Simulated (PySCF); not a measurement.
# C₂H₇ClOSi₃: electronic excitations

Aim: predict the electronic excitations of C₂H₇ClOSi₃ (`C#C[Si@]([SiH3])(Cl)O[SiH3]`).

The runs use PySCF 2.14.0, with density-fitted response routines of our own; the level of theory stands in each step. All values are computed, except where a source is named. Atoms count from 0, in the outputs and in this text.

### Step 1. The molecule as given

14 atoms, charge 0, multiplicity 1; geometry from: GFN2-xTB.

Bonds of the start (Å): C0–C1 1.20, C1–Si2 1.86, Si2–Si3 2.30, Si2–Cl4 2.03, Si2–O5 1.62, O5–Si6 1.62, C0–H7 1.05, Si3–H8 1.47, Si3–H9 1.47, Si3–H10 1.47, Si6–H11 1.46, Si6–H12 1.46, Si6–H13 1.46.

### Step 2. Excited states and response: B3LYP/def2-SVPD

Job settings and geometry (Å):

```
{"job": {"kind": "uv", "xc": "B3LYP", "basis": "def2-SVPD", "nstates": 8, "ntriplets": 3}, "charge": 0, "multiplicity": 1}
C      1.988529    -1.795729    -1.598509
C      1.377626    -1.191795    -0.757003
Si     0.474544    -0.214232     0.541102
Si     1.258534     1.917048     0.933984
Cl     0.420128    -1.432239     2.169391
O     -1.056464    -0.038372     0.025755
Si    -2.554637    -0.469667    -0.429143
H      2.516295    -2.333593    -2.333561
H      2.577140     1.873116     1.573789
H      1.408657     2.662267    -0.320166
H      0.382055     2.710598     1.803442
H     -3.023539    -1.529991     0.459290
H     -2.452797    -0.924354    -1.812936
H     -3.316749     0.766470    -0.277601
```

Level: TDDFT B3LYP/def2-SVPD, vertical, gas phase, core orbitals frozen in the response.

Started as:

```sh
OMP_NUM_THREADS=1 python probes_run.py task.json out
```

The driver reads the jobs from task.json and runs them one after another.

Predict these results of the whole session: lowest singlet (B3LYP/def2-SVPD); brightest single state of those computed; lowest triplet.

**Answer**, as computed:

```
                                quantity                        value
        lowest singlet (B3LYP/def2-SVPD)  5.82 eV (213 nm), f = 0.003
brightest single state of those computed  state 7, 7.04 eV, f = 0.104
                          lowest triplet                      4.94 eV
```

The lowest singlet, at 5.82 eV, is HOMO→LUMO 0.43, HOMO−1→LUMO 0.38 and is weak; of the 8 states computed, the strongest absorption comes from state 7 at 7.04 eV. The lowest triplet lies 0.88 eV below the lowest singlet (triplets in Tamm-Dancoff, singlets in full TDDFT).
